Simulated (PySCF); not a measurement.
# Silicon: the same states on changed settings

Aim: see what changed settings do to total energies and their difference. The change: no relativity, point nucleus, unsound on purpose. A sound run of the same states serves as the yardstick.

Program: PySCF 2.14.0. Level of theory: unrestricted determinants in a Gaussian basis, no spin-orbit coupling in the energies. These are calculated values, not measurements, unless marked.

4 further runs of the same task are left out: 1 that didn't finish, 3 set aside as unsound or not needed.

### Step 1. What is computed

| Property | Result |
| --- | --- |
| Element | silicon (Z = 14) |
| Basis | x2c-SVPall (4s3p1d, 18 functions) |
| Hamiltonian | the non-relativistic Hamiltonian (point nucleus) |
| State 1 | Si⁺: [Ne] 3s2 3p1, 2P determinant |
| State 2 | Si²⁺: [Ne] 3s2, closed-shell 1S |
| Methods | UHF, M06-2X, M06-L, MP2, CCSD(T) |
| Core shells frozen in the correlated runs | valence: [Ne] (for Si⁺) |

Outer shells as boxes (Hund's rule):

Si+ [Ne] 3s2 3p1
```
[Ne] core
3s [↑↓]
3p [↑ ][  ][  ]
```

Si2+ [Ne] 3s2
```
[Ne] core
3s [↑↓]
```

The sound run (x2c-SVPall, scalar relativity by spin-free X2C-1e, symmetry-adapted start, fine grid, valence correlation) gave:

| species | method | energy (hartree) |
| --- | --- | --- |
| Si⁺ | UHF | -289.06759 |
| Si⁺ | M06-2X | -289.56887 |
| Si⁺ | M06-L | -289.55883 |
| Si⁺ | MP2 (valence) | -289.10280 |
| Si⁺ | CCSD(T) (valence) | -289.12116 |
| Si²⁺ | UHF | -288.48737 |
| Si²⁺ | M06-2X | -288.97685 |
| Si²⁺ | M06-L | -288.96562 |
| Si²⁺ | MP2 (valence) | -288.51665 |
| Si²⁺ | CCSD(T) (valence) | -288.53082 |

One driver process ran all states and methods and kept the integrals in memory. Each run is shown as a PySCF script that sums up its settings (the driver passes frozen orbitals as a list and adds second-order terms of double hybrids); the logs are those of the runs themselves. The driver starts from symmetry-adapted Hartree-Fock orbitals, holds the occupation by maximum overlap and uses a logarithmic radial grid for functionals, so a plain start would take other cycles.

The driver's launch:

```
> OMP_NUM_THREADS=1 python atomrun2.py TASK.json OUT
```

The integrals over 18 functions and the set-up took 0.01 s of CPU time.

### Step 2. Changed run, Si⁺: the ladder of methods

**UHF**

input.py

```python
from pyscf import gto, scf, dft, mp, cc
import basis_set_exchange as bse
mol = gto.M(atom="Si 0 0 0", charge=1, spin=1, symmetry="D2h",
            basis=gto.basis.parse(bse.get_basis("x2c-SVPall", elements=["Si"], fmt="nwchem", header=False)))
mf = scf.UHF(mol)
mf.irrep_nelec = {'Ag': (3, 3), 'B1u': (1, 1), 'B2u': (2, 1), 'B3u': (1, 1)}
mf.kernel()
```

Log:

```text
damping factor = 0
level_shift factor = 0
DIIS = <class 'pyscf.scf.diis.CDIIS'>
diis_start_cycle = 1
diis_space = 10
diis_damp = 0
SCF conv_tol = 1e-09
SCF conv_tol_grad = None
number electrons alpha = 7  beta = 6
cycle= 1 E= -288.410244247661  delta_E= -0.00337  |g|= 0.0211  |ddm|= 0.0659
cycle= 2 E= -288.410765084617  delta_E= -0.000521  |g|= 0.00843  |ddm|= 0.0262
cycle= 3 E= -288.410864930782  delta_E= -9.98e-05  |g|= 0.000398  |ddm|= 0.0177
cycle= 4 E= -288.41086522489  delta_E= -2.94e-07  |g|= 5.62e-05  |ddm|= 0.00187
cycle= 5 E= -288.410865230756  delta_E= -5.87e-09  |g|= 7.68e-06  |ddm|= 0.000384
cycle= 6 E= -288.410865230857  delta_E= -1.02e-10  |g|= 6.49e-07  |ddm|= 5.86e-05
converged SCF energy = -288.410865230857  <S^2> = 0.76089089  2S+1 = 2.0108614
```

It took 0.08 s on 1 thread of Neoverse-N1, shared host, the integrals not counted.

The occupied shells:

| shell | electrons | mean orbital energy (eV) | spread (eV) | rms radius (bohr) |
| --- | --- | --- | --- | --- |
| 1s α | 1 | -1879.5 | 0 | 0.129 |
| 1s β | 1 | -1879.4 | 0 | 0.129 |
| 2s α | 1 | -176.90 | 0 | 0.614 |
| 2s β | 1 | -176.71 | 0 | 0.614 |
| 2p α | 3 | -125.39 | 0.322 | 0.600 |
| 2p β | 3 | -125.05 | 0.451 | 0.600 |
| 3s α | 1 | -23.996 | 0 | 2.26 |
| 3s β | 1 | -21.634 | 0 | 2.26 |
| 3p α | 1 | -16.116 | 0 | 2.72 |

⟨S²⟩ = 0.761, ⟨L²⟩ = 2.03.

**M06-2X**

input.py, as changed from the run before:

```diff
@@ -4,3 +4,3 @@
             basis=gto.basis.parse(bse.get_basis("x2c-SVPall", elements=["Si"], fmt="nwchem", header=False)))
-mf = scf.UHF(mol)
+mf = dft.UKS(mol, xc="M062X")
 mf.irrep_nelec = {'Ag': (3, 3), 'B1u': (1, 1), 'B2u': (2, 1), 'B3u': (1, 1)}
```

Log:

```text
damping factor = 0
level_shift factor = 0
DIIS = <class 'pyscf.scf.diis.CDIIS'>
diis_start_cycle = 1
diis_space = 10
diis_damp = 0
SCF conv_tol = 1e-09
SCF conv_tol_grad = None
number electrons alpha = 7  beta = 6
XC functionals = M062X
    Y. Zhao and D. G. Truhlar.,  Theor. Chem. Acc. 120, 215 (2008)
    Y. Zhao and D. G. Truhlar.,  Theor. Chem. Acc. 120, 215 (2008)
cycle= 1 E= -288.912256904432  delta_E= -0.00195  |g|= 0.00628  |ddm|= 0.104
cycle= 2 E= -288.912309814927  delta_E= -5.29e-05  |g|= 0.0017  |ddm|= 0.0156
cycle= 3 E= -288.912314079245  delta_E= -4.26e-06  |g|= 0.000145  |ddm|= 0.00516
cycle= 4 E= -288.912314104711  delta_E= -2.55e-08  |g|= 1.56e-05  |ddm|= 0.00032
cycle= 5 E= -288.912314105  delta_E= -2.89e-10  |g|= 8.78e-07  |ddm|= 6.67e-05
converged SCF energy = -288.912314105  <S^2> = 0.75198861  2S+1 = 2.0019876
```

Time after the integrals: 0.24 s (1 thread of Neoverse-N1, shared host).

**M06-L**

input.py, as changed from the run before:

```diff
@@ -4,3 +4,3 @@
             basis=gto.basis.parse(bse.get_basis("x2c-SVPall", elements=["Si"], fmt="nwchem", header=False)))
-mf = dft.UKS(mol, xc="M062X")
+mf = dft.UKS(mol, xc="M06L")
 mf.irrep_nelec = {'Ag': (3, 3), 'B1u': (1, 1), 'B2u': (2, 1), 'B3u': (1, 1)}
```

Log:

```text
damping factor = 0
level_shift factor = 0
DIIS = <class 'pyscf.scf.diis.CDIIS'>
diis_start_cycle = 1
diis_space = 10
diis_damp = 0
SCF conv_tol = 1e-09
SCF conv_tol_grad = None
number electrons alpha = 7  beta = 6
XC functionals = M06L
    Y. Zhao and D. G. Truhlar.,  J. Chem. Phys. 125, 194101 (2006)
    Y. Zhao and D. G. Truhlar.,  J. Chem. Phys. 125, 194101 (2006)
    Y. Zhao and D. G. Truhlar.,  Theor. Chem. Acc. 120, 215 (2008)
cycle= 1 E= -288.902237337964  delta_E= -0.00356  |g|= 0.00901  |ddm|= 0.168
cycle= 2 E= -288.902314956753  delta_E= -7.76e-05  |g|= 0.00175  |ddm|= 0.0144
cycle= 3 E= -288.902318475739  delta_E= -3.52e-06  |g|= 0.000363  |ddm|= 0.00432
cycle= 4 E= -288.902318614946  delta_E= -1.39e-07  |g|= 1.36e-05  |ddm|= 0.000875
cycle= 5 E= -288.902318615164  delta_E= -2.17e-10  |g|= 9.7e-07  |ddm|= 7.55e-05
converged SCF energy = -288.902318615164  <S^2> = 0.75472487  2S+1 = 2.0047193
```

It took 0.24 s on 1 thread of Neoverse-N1, shared host, the integrals not counted.

**MP2 (valence)**

input.py, as changed from the run before:

```diff
@@ -4,4 +4,5 @@
             basis=gto.basis.parse(bse.get_basis("x2c-SVPall", elements=["Si"], fmt="nwchem", header=False)))
-mf = dft.UKS(mol, xc="M06L")
+mf = scf.UHF(mol)
 mf.irrep_nelec = {'Ag': (3, 3), 'B1u': (1, 1), 'B2u': (2, 1), 'B3u': (1, 1)}
 mf.kernel()
+mp.UMP2(mf, frozen=5).kernel()
```

This step left no log, only its results.

It took 0.01 s on 1 thread of Neoverse-N1, shared host, the integrals not counted.

With 3 electrons correlated, the MP2 correlation energy is -0.03521 hartree (-0.00215 same spin, -0.03306 opposite spin); the SCS form gives -0.04038. Largest pairs of shells: 3s-3s -0.0208, 3s-3p -0.0144, 3p-3p 0.0000.

**CCSD(T) (valence)**

input.py, as changed from the run before:

```diff
@@ -7,2 +7,3 @@
 mf.kernel()
-mp.UMP2(mf, frozen=5).kernel()
+mycc = cc.CCSD(mf, frozen=5).run()
+mycc.ccsd_t()
```

Log:

```text
CC2 = 0
CCSD nocc = (np.int64(2), np.int64(1)), nmo = (13, 13)
frozen orbitals [[0, 1, 2, 3, 4], [0, 1, 2, 3, 4]]
max_cycle = 100
direct = 0
conv_tol = 1e-08
conv_tol_normt = 1e-06
diis_space = 8
diis_start_cycle = 0
Init t2, MP2 energy = -0.0352077213023796
Init E_corr(UCCSD) = -0.035207721302714
cycle = 1  E_corr(UCCSD) = -0.0463578449805085  dE = -0.0111501237  norm(t1,t2) = 0.0550677
cycle = 2  E_corr(UCCSD) = -0.0502423357117417  dE = -0.00388449073  norm(t1,t2) = 0.0233404
cycle = 3  E_corr(UCCSD) = -0.0529720818998182  dE = -0.00272974619  norm(t1,t2) = 0.0107894
cycle = 4  E_corr(UCCSD) = -0.0529530381539935  dE = 1.90437458e-05  norm(t1,t2) = 0.00132203
cycle = 5  E_corr(UCCSD) = -0.0529743512454549  dE = -2.13130915e-05  norm(t1,t2) = 0.000170679
cycle = 6  E_corr(UCCSD) = -0.0529671467651288  dE = 7.20448033e-06  norm(t1,t2) = 2.9716e-05
cycle = 7  E_corr(UCCSD) = -0.0529697146692869  dE = -2.56790416e-06  norm(t1,t2) = 8.41446e-06
cycle = 8  E_corr(UCCSD) = -0.0529691125002891  dE = 6.02168998e-07  norm(t1,t2) = 2.07792e-06
cycle = 9  E_corr(UCCSD) = -0.0529691634238457  dE = -5.09235567e-08  norm(t1,t2) = 2.37403e-07
cycle = 10  E_corr(UCCSD) = -0.0529691582835349  dE = 5.14031086e-09  norm(t1,t2) = 3.44051e-08
UCCSD converged
E(UCCSD) = -288.463834389141  E_corr = -0.05296915828353485
UCCSD(T) correction = -0.000661039699613874
```

Time after the integrals: 0.12 s (1 thread of Neoverse-N1, shared host).

CCSD correlation -0.05297 hartree, triples -0.00066; total -288.464495. T1 = 0.011, largest double amplitude 0.111.

### Step 3. Changed run, Si²⁺: the ladder of methods

**UHF**

input.py

```python
from pyscf import gto, scf, dft, mp, cc
import basis_set_exchange as bse
mol = gto.M(atom="Si 0 0 0", charge=2, spin=0, symmetry="D2h",
            basis=gto.basis.parse(bse.get_basis("x2c-SVPall", elements=["Si"], fmt="nwchem", header=False)))
mf = scf.UHF(mol)
mf.irrep_nelec = {'Ag': (3, 3), 'B1u': (1, 1), 'B2u': (1, 1), 'B3u': (1, 1)}
mf.kernel()
```

Log:

```text
damping factor = 0
level_shift factor = 0
DIIS = <class 'pyscf.scf.diis.CDIIS'>
diis_start_cycle = 1
diis_space = 10
diis_damp = 0
SCF conv_tol = 1e-09
SCF conv_tol_grad = None
number electrons alpha = 6  beta = 6
cycle= 1 E= -287.830653443232  delta_E= 2.27e-13  |g|= 6.38e-09  |ddm|= 1.76e-07
converged SCF energy = -287.830653443232  <S^2> = -2.6645353e-15  2S+1 = 1
```

It took 0.07 s on 1 thread of Neoverse-N1, shared host, the integrals not counted.

Orbital energies by shell (radii are means over both spins):

| shell | electrons | mean orbital energy (eV) | spread (eV) | rms radius (bohr) |
| --- | --- | --- | --- | --- |
| 1s | 2 | -1891.9 | 0 | 0.129 |
| 2s | 2 | -188.74 | 0 | 0.613 |
| 2p | 6 | -137.09 | 0 | 0.599 |
| 3s | 2 | -32.056 | 0 | 2.14 |

⟨S²⟩ = 0.000, ⟨L²⟩ = 0.00.

**M06-2X**

input.py, as changed from the run before:

```diff
@@ -4,3 +4,3 @@
             basis=gto.basis.parse(bse.get_basis("x2c-SVPall", elements=["Si"], fmt="nwchem", header=False)))
-mf = scf.UHF(mol)
+mf = dft.UKS(mol, xc="M062X")
 mf.irrep_nelec = {'Ag': (3, 3), 'B1u': (1, 1), 'B2u': (1, 1), 'B3u': (1, 1)}
```

Log:

```text
damping factor = 0
level_shift factor = 0
DIIS = <class 'pyscf.scf.diis.CDIIS'>
diis_start_cycle = 1
diis_space = 10
diis_damp = 0
SCF conv_tol = 1e-09
SCF conv_tol_grad = None
number electrons alpha = 6  beta = 6
XC functionals = M062X
    Y. Zhao and D. G. Truhlar.,  Theor. Chem. Acc. 120, 215 (2008)
    Y. Zhao and D. G. Truhlar.,  Theor. Chem. Acc. 120, 215 (2008)
cycle= 1 E= -288.320269238779  delta_E= -0.000805  |g|= 0.00277  |ddm|= 0.108
cycle= 2 E= -288.320272784141  delta_E= -3.55e-06  |g|= 0.000312  |ddm|= 0.00916
cycle= 3 E= -288.320272807786  delta_E= -2.36e-08  |g|= 1.15e-05  |ddm|= 0.000322
cycle= 4 E= -288.320272807935  delta_E= -1.49e-10  |g|= 1.62e-07  |ddm|= 7.3e-05
converged SCF energy = -288.320272807935  <S^2> = -1.7763568e-15  2S+1 = 1
```

Time after the integrals: 0.26 s (1 thread of Neoverse-N1, shared host).

**M06-L**

input.py, as changed from the run before:

```diff
@@ -4,3 +4,3 @@
             basis=gto.basis.parse(bse.get_basis("x2c-SVPall", elements=["Si"], fmt="nwchem", header=False)))
-mf = dft.UKS(mol, xc="M062X")
+mf = dft.UKS(mol, xc="M06L")
 mf.irrep_nelec = {'Ag': (3, 3), 'B1u': (1, 1), 'B2u': (1, 1), 'B3u': (1, 1)}
```

Log:

```text
damping factor = 0
level_shift factor = 0
DIIS = <class 'pyscf.scf.diis.CDIIS'>
diis_start_cycle = 1
diis_space = 10
diis_damp = 0
SCF conv_tol = 1e-09
SCF conv_tol_grad = None
number electrons alpha = 6  beta = 6
XC functionals = M06L
    Y. Zhao and D. G. Truhlar.,  J. Chem. Phys. 125, 194101 (2006)
    Y. Zhao and D. G. Truhlar.,  J. Chem. Phys. 125, 194101 (2006)
    Y. Zhao and D. G. Truhlar.,  Theor. Chem. Acc. 120, 215 (2008)
cycle= 1 E= -288.30912006284  delta_E= -0.00233  |g|= 0.00727  |ddm|= 0.21
cycle= 2 E= -288.309131080214  delta_E= -1.1e-05  |g|= 0.00125  |ddm|= 0.00426
cycle= 3 E= -288.309131445085  delta_E= -3.65e-07  |g|= 1.78e-05  |ddm|= 0.00139
cycle= 4 E= -288.309131445204  delta_E= -1.19e-10  |g|= 1.34e-08  |ddm|= 5.01e-05
converged SCF energy = -288.309131445204  <S^2> = -1.7763568e-15  2S+1 = 1
```

Time after the integrals: 0.18 s (1 thread of Neoverse-N1, shared host).

**MP2 (valence)**

input.py, as changed from the run before:

```diff
@@ -4,4 +4,5 @@
             basis=gto.basis.parse(bse.get_basis("x2c-SVPall", elements=["Si"], fmt="nwchem", header=False)))
-mf = dft.UKS(mol, xc="M06L")
+mf = scf.UHF(mol)
 mf.irrep_nelec = {'Ag': (3, 3), 'B1u': (1, 1), 'B2u': (1, 1), 'B3u': (1, 1)}
 mf.kernel()
+mp.UMP2(mf, frozen=5).kernel()
```

This step left no log, only its results.

Time after the integrals: 0.01 s (1 thread of Neoverse-N1, shared host).

With 2 electrons correlated, the MP2 correlation energy is -0.02930 hartree (0.00000 same spin, -0.02930 opposite spin); the SCS form gives -0.03516. Largest pairs of shells: 3s-3s -0.0293.

**CCSD(T) (valence)**

input.py, as changed from the run before:

```diff
@@ -7,2 +7,3 @@
 mf.kernel()
-mp.UMP2(mf, frozen=5).kernel()
+mycc = cc.CCSD(mf, frozen=5).run()
+mycc.ccsd_t()
```

Log:

```text
CC2 = 0
CCSD nocc = 1, nmo = 13
frozen orbitals [0, 1, 2, 3, 4]
max_cycle = 100
direct = 0
conv_tol = 1e-08
conv_tol_normt = 1e-06
diis_space = 8
diis_start_cycle = 0
Init t2, MP2 energy = -287.859950187088  E_corr(MP2) -0.0292967438555752
Init E_corr(CCSD) = -0.0292967438555752
cycle = 1  E_corr(CCSD) = -0.0380300908149752  dE = -0.00873334696  norm(t1,t2) = 0.0483785
cycle = 2  E_corr(CCSD) = -0.0411451645555221  dE = -0.00311507374  norm(t1,t2) = 0.0210663
cycle = 3  E_corr(CCSD) = -0.0435557764744369  dE = -0.00241061192  norm(t1,t2) = 0.00981637
cycle = 4  E_corr(CCSD) = -0.0435467100110387  dE = 9.0664634e-06  norm(t1,t2) = 0.000393477
cycle = 5  E_corr(CCSD) = -0.0435517377736281  dE = -5.02776259e-06  norm(t1,t2) = 3.0945e-05
cycle = 6  E_corr(CCSD) = -0.0435495351688413  dE = 2.20260479e-06  norm(t1,t2) = 6.27751e-06
cycle = 7  E_corr(CCSD) = -0.0435499945327044  dE = -4.59363863e-07  norm(t1,t2) = 1.91743e-06
cycle = 8  E_corr(CCSD) = -0.0435500119496955  dE = -1.74169911e-08  norm(t1,t2) = 1.78278e-07
cycle = 9  E_corr(CCSD) = -0.0435500191589692  dE = -7.20927371e-09  norm(t1,t2) = 1.10968e-07
CCSD converged
E(CCSD) = -287.8742034623909  E_corr = -0.04355001915896917
```

Time after the integrals: 0.06 s (1 thread of Neoverse-N1, shared host).

CCSD correlation -0.04355 hartree, triples 0.00000; total -287.874203. T1 = 0.006, largest double amplitude 0.117. With two correlated electrons the triples vanish and CCSD is exact in this space.

### Step 4. What moved

| species | method | converged | energy less sound run (eV) |
| --- | --- | --- | --- |
| Si⁺ | UHF | yes | +17.8704 |
| Si⁺ | M06-2X | yes | +17.8658 |
| Si⁺ | M06-L | yes | +17.8647 |
| Si⁺ | MP2 (valence) | yes | +17.8705 |
| Si⁺ | CCSD(T) (valence) | yes | +17.8688 |
| Si²⁺ | UHF | yes | +17.8700 |
| Si²⁺ | M06-2X | yes | +17.8664 |
| Si²⁺ | M06-L | yes | +17.8641 |
| Si²⁺ | MP2 (valence) | yes | +17.8696 |
| Si²⁺ | CCSD(T) (valence) | yes | +17.8673 |

Ionisation energy of Si⁺:

| method | sound run (eV) | changed run (eV) | shift (eV) |
| --- | --- | --- | --- |
| UHF | 15.789 | 15.788 | -0.000 |
| M06-2X | 16.110 | 16.110 | +0.001 |
| M06-L | 16.142 | 16.141 | -0.001 |
| MP2 | 15.950 | 15.949 | -0.001 |
| SCS-MP2 | 15.932 | 15.931 | -0.001 |
| CCSD | 16.046 | 16.045 | -0.002 |
| CCSD(T) | 16.064 | 16.063 | -0.001 |

### Step 5. Outcome

| quantity | value |
| --- | --- |
| change | no relativity, point nucleus |
| runs converged | 10 of 10 |
| largest shift of a converged total energy | 17.9 eV |
| largest shift of the ionisation energy | -0.002 eV (CCSD) |

In words: The difference hardly moves. Most of the change in total energy is the relativistic energy itself. On top of that the contraction fixes the core shape for the Hamiltonian it was made with, so the changed run is not a good calculation with the other Hamiltonian either. The setting is unsound on purpose, so these numbers are no properties of the atom.
